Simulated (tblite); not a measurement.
# C6H18GaN: the cost of one run

Programs: tblite 0.8.0 and PySCF 2.14.0, with density-fitted response routines of our own. Each step states its level of theory. These are calculated values for one molecule, in the gas phase or a continuum, unless marked as measured. Atoms count from 0, in the outputs and in this text.

### Step 1. The molecule as given

26 atoms, charge 0, multiplicity 1; geometry from: force field or distance geometry start.

Bonds of the start (Å): C0–C1 1.50, C1–C2 1.51, C2–Ga3 1.99, Ga3–N4 1.90, N4–C5 1.46, N4–C6 1.45, N4–C7 1.44, C0–H8 1.12, C0–H9 1.12, C0–H10 1.11, C1–H11 1.10, C1–H12 1.14, C2–H13 1.12, C2–H14 1.12, Ga3–H15 1.58, Ga3–H16 1.62, C5–H17 1.12, C5–H18 1.11, C5–H19 1.09, C6–H20 1.13, C6–H21 1.11, C6–H22 1.13, C7–H23 1.12, C7–H24 1.13, C7–H25 1.10.

### Step 2. Optimising the geometry with GFN2-xTB

The job: settings as JSON, then the geometry in Å.

```
{"job": {"kind": "relax", "xc": "GFN2-xTB", "basis": "xTB"}, "charge": 0, "multiplicity": 1}
C      3.526800     0.383300    -0.080900
C      2.769100    -0.763200    -0.671000
C      1.404600    -0.999400    -0.076600
Ga     0.183900     0.552200    -0.328600
N     -1.619200     0.186000     0.144300
C     -2.539800     0.222300    -0.983700
C     -2.053600     1.200700     1.080600
C     -1.803700    -1.099200     0.768100
H      3.993300     0.183500     0.913100
H      4.393200     0.577700    -0.758000
H      2.970300     1.339500    -0.041600
H      2.682100    -0.628400    -1.762500
H      3.378900    -1.690500    -0.430200
H      1.003900    -1.932400    -0.540000
H      1.562000    -1.090900     1.029500
H      0.288800     1.036000    -1.832500
H      0.685700     1.760100     0.620000
H     -3.296700     1.026200    -0.794900
H     -3.125300    -0.717100    -1.009500
H     -2.037100     0.411600    -1.936500
H     -3.180800     1.231400     0.991100
H     -1.624900     2.179700     0.785800
H     -1.756300     0.938400     2.138100
H     -1.782000    -1.944600     0.041400
H     -2.869500    -1.084600     1.150900
H     -1.174700    -1.255400     1.656500
```

Run with:

```bash
> OMP_NUM_THREADS=1 python probes_run.py task.json out
```

The driver reads the jobs from task.json and runs them one after another.

Q: Estimate the wall time and peak memory of this first job on 1 thread of Arm Neoverse V1, shared host.

About 1.9 s, with a peak of 0.17 GiB.
